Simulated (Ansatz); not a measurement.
**GaH8NO2Si2: small, medium and large basis sets**

The task here is to estimate one member of a computed series from the others.

The runs use Ansatz 0.2.0, Gaussian basis; one geometry, several basis sets.

The runs, in order: PBE0-D4/def2-SVP; ωB97M-V/def2-SVP; PBE0-D4/def2-QZVPP; ωB97M-V/def2-QZVPP; the functionals' def2-TZVPP values are taken from earlier runs.

### Structure used throughout

An earlier PBE0-D4 in a triple-zeta def2 set relaxation fixed the geometry.

SMILES `[NH2][Ga]([O][SiH3])[O][SiH3]`, 14 atoms, charge 0, spin multiplicity 1.

Atoms are counted from 1 here; the program's logs count them from 0.

Bond lengths: N1–Ga2 1.794 Å, N1–H7 1.005 Å, N1–H8 1.005 Å, Ga2–O3 1.771 Å, Ga2–O5 1.771 Å, O3–Si4 1.631 Å, Si4–H9 1.488 Å, Si4–H10 1.491 Å, Si4–H11 1.486 Å, O5–Si6 1.631 Å, Si6–H12 1.486 Å, Si6–H13 1.488 Å, Si6–H14 1.491 Å. Angles: Ga2–N1–H7 121.3°, Ga2–N1–H8 121.3°, H7–N1–H8 112.6°, N1–Ga2–O3 120.4°, N1–Ga2–O5 120.4°, O3–Ga2–O5 119.1°, Ga2–O3–Si4 139.5°, O3–Si4–H9 110.8°, O3–Si4–H10 111.2°, O3–Si4–H11 108.8°, H9–Si4–H10 108.3°, H9–Si4–H11 109.0°, H10–Si4–H11 108.7°, Ga2–O5–Si6 139.5°, O5–Si6–H12 108.8°, O5–Si6–H13 110.8°, O5–Si6–H14 111.2°, H12–Si6–H13 108.9° and more.

Set-up of the first run:

The input, in.yaml:

```yaml
crystal:
  periodic: [false, false, false]
  atoms:
    - {symbol: N, position_ang: [-0.860220, -2.087397, 2.067782]}
    - {symbol: Ga, position_ang: [-0.324743, -0.865355, 0.868460]}
    - {symbol: O, position_ang: [0.266888, -1.369764, -0.722889]}
    - {symbol: Si, position_ang: [0.859395, -0.709736, -2.091756]}
    - {symbol: O, position_ang: [-0.459402, 0.863546, 1.228187]}
    - {symbol: Si, position_ang: [-0.280053, 2.303473, 0.483276]}
    - {symbol: H, position_ang: [-0.631007, -3.060158, 1.959628]}
    - {symbol: H, position_ang: [-1.038324, -1.836070, 3.024660]}
    - {symbol: H, position_ang: [-0.242971, -0.326001, -3.014666]}
    - {symbol: H, position_ang: [1.667785, 0.507622, -1.797069]}
    - {symbol: H, position_ang: [1.728901, -1.707953, -2.767203]}
    - {symbol: H, position_ang: [-1.137358, 3.306393, 1.167186]}
    - {symbol: H, position_ang: [1.135839, 2.757730, 0.543558]}
    - {symbol: H, position_ang: [-0.684729, 2.223680, -0.949153]}
basis:
  gaussian: {orbitals: def2-SVP}
hamiltonian: {xc: pbe0, dispersion: d4}
output: {orbitals: {seedname: orbitals}}
```

On the command line:

```console
$ ansatz run in.yaml --threads 4 --pin off --events-out ev --progress --plain --max-ram 11315MiB
```

Among the steps run: PBE0-D4 in def2-SVP; ωB97M-V in def2-SVP; PBE0-D4 in def2-QZVPP; ωB97M-V in def2-QZVPP.

One of the session's tables, all rows but one given; the rest of the session is left out.

It belongs to the step «Functionals by basis». 

| functional | basis | HOMO (eV) |
| --- | --- | --- |
| PBE0-D4 | def2-SVP | -7.66 |
| PBE0-D4 | def2-TZVPP | -7.86 |
| PBE0-D4 | def2-QZVPP | -7.90 |
| ωB97M-V | def2-SVP | -10.03 |
| ωB97M-V | def2-TZVPP | ? |
| ωB97M-V | def2-QZVPP | -10.30 |

Q: Estimate the row for ωB97M-V, def2-TZVPP from the others.

**Answer.** HOMO (eV): -10.25. In the column «HOMO (eV)» it lies between ωB97M-V, def2-QZVPP (-10.30) and ωB97M-V, def2-SVP (-10.03).
